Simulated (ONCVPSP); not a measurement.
**Sb: generating and testing an ONCV potential**

Do these settings give a usable potential? It is generated, then checked for transferability, scattering, ghosts and hardness.

Program: ONCVPSP 4.0.1.1 (patched build). Reference atom: PBE, scalar-relativistic, spherical and spin-unpolarised. All values are calculated.

## 1. The design

Typed settings, in words:

```
element                 : antimony (Sb, Z = 51)
type                    : optimised norm-conserving Vanderbilt (ONCV)
frozen core             : [Ar] 3d10
valence charge          : 23
reference configuration : 4s2 4p6 4d10 5s1.5 5p3.5
partial waves           : 4s+5s: rc 1.40 bohr, ncon 4, nbas 8, qcut 11.1 1/bohr, 3 projectors, debl 2.4 Ha; 4p+5p: rc 1.40 bohr, ncon 3, nbas 6, qcut 9.9 1/bohr, 2 projectors; 4d: rc 1.60 bohr, ncon 5, nbas 9, qcut 7.8 1/bohr, 1 projector
local potential         : polynomial inside 1.35 bohr (lpopt 5, dvloc0 0 Ha)
core correction         : not asked for
```

## 2. Generating the potential

File Sb.dat:

```
# ATOM AND REFERENCE CONFIGURATION
# atsym  z   nc   nv     iexc    psfile
  Sb 51.00    6    5        4      upf
#
#   n    l    f
    1    0    2.00
    2    0    2.00
    2    1    6.00
    3    0    2.00
    3    1    6.00
    3    2   10.00
    4    0    2.00
    4    1    6.00
    4    2   10.00
    5    0    1.50
    5    1    3.50
#
# PSEUDOPOTENTIAL AND OPTIMIZATION
# lmax
    2
#
#   l,   rc,      ep,       ncon, nbas, qcut
    0    1.40    0.00    4    8   11.10
    1    1.40    0.00    3    6    9.90
    2    1.60    0.00    5    9    7.80
#
# LOCAL POTENTIAL
# lloc, lpopt,  rc(5),   dvloc0
    4    5    1.35    0.00
#
# VANDERBILT-KLEINMAN-BYLANDER PROJECTORs
# l, nproj, debl
    0    3    2.40
    1    2    3.00
    2    1    2.60
#
# MODEL CORE CHARGE
# icmod, fcfact, rcfact
    0    0.00    0.00
#
# LOG DERIVATIVE ANALYSIS
# epsh1, epsh2, depsh
   -7.00    5.00    0.04
#
# OUTPUT GRID
# rlmax, drl
    6.00    0.01
#
# TEST CONFIGURATIONS
# ncnf
    4
# nvcnf
#   n    l    f
    5
    4    0    2.00
    4    1    6.00
    4    2   10.00
    5    0    2.00
    5    1    3.00
#
    5
    4    0    2.00
    4    1    6.00
    4    2   10.00
    5    0    2.00
    5    1    2.00
#
    5
    4    0    2.00
    4    1    6.00
    4    2   10.00
    5    0    2.00
    5    1    1.00
#
    5
    4    0    2.00
    4    1    6.00
    4    2   10.00
    5    0    2.00
    5    1    0.00
#
```

Run with:

```bash
$ oncvpsp.x < Sb.dat > Sb.out
```

Q: Predict the outcome of this session. Wanted: cutoffs for 1 and 0.1 mHa per electron, occupied waves; bound ghosts; GHOST(+) flags; largest test error; largest phase difference near zero energy, channels read.

The runs gave:

```
                                                quantity                              value
  cutoffs for 1 and 0.1 mHa per electron, occupied waves                   42 Ha and 107 Ha
                                            bound ghosts                         none found
                                          GHOST(+) flags                 none at low energy
                            largest test error (AE − PS)  -12 meV, for 4s2 4p6 4d10 5s2 5p0
largest phase difference near zero energy, channels read                          0.015 rad
```

In words: The worst unpolarised test, 4s2 4p6 4d10 5s2 5p0, is off by 12 meV on 44.7 eV; by total energies transferability rates as good. The potential is hard: the looser tolerance needs 42 Ha. The tighter tolerance needs 107 Ha, and converged work needs a cutoff nearer that. The program's ghost test flags no bound state. Near zero energy the phases of the channels with partial waves agree within 0.015 rad. These are tests on the free atom; a crystal test is still owed.
